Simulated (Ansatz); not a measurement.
Here is an Ansatz 0.2.0 calculation.

Contents of input.yaml:

```yaml
crystal:
  lattice:
    - [0.0, 3.235, 3.235]
    - [3.235, 0.0, 3.235]
    - [3.235, 3.235, 0.0]
  atoms:
    - { symbol: Bi, position: [0.0, 0.0, 0.0] }
    - { symbol: Te, position: [0.5, 0.5, 0.5] }
hamiltonian:
  xc: revpbe
  pseudopotentials: { kind: paw }
kpoints:
  mp_grid: { grid: [7, 7, 7] }
scf:
  occupations: { method: fermi_dirac, width: 0.05 }
output:
  forces: true
  stress: true
  eigenvalues: true
relax:
  f_tol: 0.01
  max_steps: 40
  cell: { stress_tol: 0.05 }
```

Potentials or basis: Ansatz PAW.

Command:

```sh
$ ansatz run input.yaml --threads 2 --pin off --max-ram 5632MiB --backend cpu --events-out ev --progress --plain --runs-dir out
```

Predict the relaxed volume.

35.21 Å³/atom.

Predict the relaxed cell.

a = 4.635 Å, b = 4.635 Å, c = 4.635 Å, α = 60.00°, β = 60.00°, γ = 60.00°.

Final structure:
```yaml
crystal:
  lattice:
    - [0.00000, 3.27769, 3.27769]
    - [3.27769, 0.00000, 3.27769]
    - [3.27769, 3.27769, 0.00000]
  atoms:
    - { symbol: Bi, position: [0.00000, 0.00000, 0.00000] }
    - { symbol: Te, position: [0.50000, 0.50000, 0.50000] }
```

Caveat: spin-orbit coupling is left out, which moves the levels of the heavy elements; the PAW data sets come from PBE, with cores solved anew for the run's functional, which leaves a small shift of forces and pressure. revPBE gives volumes clearly too large for solids.
